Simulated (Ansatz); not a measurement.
# Tm3BF: the cost of one run

Method: DFT PBE, scalar-relativistic, plane waves, PAW; 4f electrons in the core of a trivalent norm-conserving potential, in Ansatz 0.2.0.

## (1) The system as given

It takes space group P4mm (No. 99, tetragonal). Conventional cell: a = 4.374 Å, b = 4.374 Å, c = 4.368 Å, α = 90.00°, β = 90.00°, γ = 90.00°. Around Tm (site symmetry 2mm) lie 2 B at 2.19 Å and 4 F at 3.06 to 3.13 Å and 8 Tm at 3.09 Å. Around Tm (site symmetry 4mm) lie 2 B at 2.18 Å and 8 Tm at 3.09 Å and 4 F at 3.09 Å. B (site symmetry 4mm) has 6 Tm at 2.18 to 2.19 Å in its first shell of neighbours. Around F (site symmetry 4mm) lie 12 Tm at 3.06 to 3.13 Å.

Coordinates:

```
CELL_PARAMETERS angstrom
4.37394 0.00000 0.00000
0.00000 4.37394 0.00000
0.00000 0.00000 4.36752
ATOMIC_POSITIONS crystal
Tm 0.50000 0.00000 0.48536
Tm 0.50000 0.50000 0.98504
Tm 0.00000 0.50000 0.48536
B 0.50000 0.50000 0.48507
F 0.00000 0.00000 0.99676
```

The cell is invented: species swapped into a database cell of KCrCl3 (P4mm, No. 99), with F on the K sites, B on the Cr sites and Tm on the Cl sites. Its size is a rough estimate.

## (2) Probe: one point on a coarse mesh

File input.yaml:

```yaml
crystal:
  lattice:
    - [4.37393969, 0.0, 0.0]
    - [0.0, 4.37393969, 0.0]
    - [0.0, 0.0, 4.36752173]
  atoms:
    - { symbol: Tm, position: [0.5, 0.0, 0.485365] }
    - { symbol: Tm, position: [0.5, 0.5, 0.98504198] }
    - { symbol: Tm, position: [0.0, 0.5, 0.485365] }
    - { symbol: B, position: [0.5, 0.5, 0.48506999] }
    - { symbol: F, position: [0.0, 0.0, 0.99675798] }
basis:
  ecutwfc: 690
kpoints:
  mp_grid: { grid: [4, 4, 4] }
hamiltonian:
  xc: pbe
  pseudopotentials:
    kind: paw
    azcp: { Tm: "pseudopotentials/pbe/nc/lanthanide_3plus/Tm.nc.azcp" }
scf:
  occupations: { method: gaussian, width: 0.1 }
  lower_state_search: "off"
output:
  forces: true
  stress: true
  eigenvalues: true
```

Started as:

```
$ ansatz run input.yaml --threads 1 --pin off --max-ram 2560MiB --backend cpu --events-out ev --progress --plain --runs-dir out
```

**Question.** How long does this run take on 1 thread of Intel Xeon at 2.70GHz, shared host, and how much memory does it need?

About 13 s, with a peak of 0.36 GiB.
